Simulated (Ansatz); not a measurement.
# Cl3H3OSZr: the cost of one run

Program: Ansatz 0.2.0. Level of theory: RKS BLYP/def2-SVP. These are calculated values, not measurements.

1 further run of the same task is left out (it didn't finish).

## (1) The structure to begin with

Bond lengths: Zr1–Cl2 2.870 Å, Zr1–Cl3 2.520 Å, Zr1–O4 2.069 Å, O4–H5 1.010 Å, Zr1–Cl6 2.518 Å, Zr1–S7 2.850 Å, S7–H8 1.400 Å. Angles: Cl2–Zr1–Cl3 109.5°, Cl2–Zr1–O4 109.5°, Cl2–Zr1–Cl6 109.5°, Cl2–Zr1–S7 71.6°, Cl3–Zr1–O4 109.5°, Cl3–Zr1–Cl6 109.5°, Cl3–Zr1–S7 67.2°, O4–Zr1–Cl6 109.5°, O4–Zr1–S7 176.6°, Cl6–Zr1–S7 72.8°, Zr1–O4–H5 109.5°, Zr1–S7–H8 109.5°.

As a file:

```xyz
9

Zr    0.0000    0.0000    0.0000
Cl    0.0000    0.0000    2.8700
Cl    2.3764    0.0000   -0.8392
O    -0.9750    1.6891   -0.6893
H    -1.9328    1.4584   -0.9117
Cl   -1.1869   -2.0563   -0.8392
S     1.4875   -2.2588    0.8987
H     0.7024   -3.4121    0.7815
H     0.8784   -1.3339    2.2626
```

## (2) A restrained relaxation towards end A

Springs on the bonds that form and break draw the guess towards this end; the thresholds are loose.

Contents of input.yaml:

```yaml
crystal:
  periodic: [false, false, false]
  atoms:
    - { symbol: Zr, position_ang: [0.0, 0.0, 0.0] }
    - { symbol: Cl, position_ang: [0.0, 0.0, 2.87] }
    - { symbol: Cl, position_ang: [2.3764, 0.0, -0.8392] }
    - { symbol: O, position_ang: [-0.975, 1.6891, -0.6893] }
    - { symbol: H, position_ang: [-1.9328, 1.4584, -0.9117] }
    - { symbol: Cl, position_ang: [-1.1869, -2.0563, -0.8392] }
    - { symbol: S, position_ang: [1.4875, -2.2588, 0.8987] }
    - { symbol: H, position_ang: [0.7024, -3.4121, 0.7815] }
    - { symbol: H, position_ang: [0.8784, -1.3339, 2.2626] }
basis:
  gaussian: { orbitals: def2-SVP }
hamiltonian:
  xc: blyp
relax:
  f_tol: 0.15
  max_steps: 25
  restrain:
    - { distance: [0, 6], at: 3.75, k: 30.0 }
    - { distance: [8, 1], at: 2.57, k: 30.0 }
    - { distance: [0, 1], at: 2.52, k: 30.0 }
    - { distance: [8, 6], at: 1.4, k: 30.0 }
output:
  orbitals: {}
```

Started as:

```sh
$ ansatz run input.yaml --threads 4 --pin off --max-ram 5120MiB --backend cpu --events-out ev --progress --plain --runs-dir out
```

What time and memory should one allow on 4 threads of Arm Neoverse V1, shared host?

About 25 s, with a peak of 0.21 GiB.
